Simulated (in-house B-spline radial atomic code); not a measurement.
# Se⁵⁺: ionisation energy by several methods

The task here is to estimate one member of a computed series from the others.

Method: non-relativistic, several functionals, spin-polarised, exact exchange averaged over the configuration; spherical all-electron atom at the radial basis limit. Code: in-house B-spline radial atomic code version 1.

### The system

```
element       : selenium (Z = 34)
charge        : +5
electrons     : 29
configuration : [Ar] 3d10 4s1
nucleus       : point
```

The outer shells:

[Ar] 3d10 4s1
```
[Ar] core
3d [↑↓][↑↓][↑↓][↑↓][↑↓]
4s [↑ ]
```

Where spins are not typed, each open shell is filled with up spins first.

The first run:

Settings of the run:

```ini
Z = 34
electrons = 29.0
configuration = [Ar] 3d10 4s1
hamiltonian = nr
method = m062x
spin_polarised = True
exact_exchange = averaged over the configuration
```

Started as:

```
python run_scf.py task.json out
```

One command runs all members of the session, one after another, from task.json.

Steps of the session up to this table: M06-2X, a global hybrid; B3LYP, a global hybrid; B97-1, a global hybrid; BHandHLYP, a global hybrid; CAM-B3LYP, a range-separated hybrid.

One of the session's tables, all rows but one given; the rest of the session is left out.

```
   method  ΔSCF (eV)
   M06-2X     80.993
    B3LYP     81.992
    B97-1          ?
BHandHLYP     81.407
CAM-B3LYP     81.985
```

Estimate the missing values for B97-1.

**Answer.** ΔSCF (eV): 81.014. In the column «ΔSCF (eV)» it lies between M06-2X (80.993) and BHandHLYP (81.407).

Limits of these values: These runs leave out relativity, which matters at this nuclear charge.
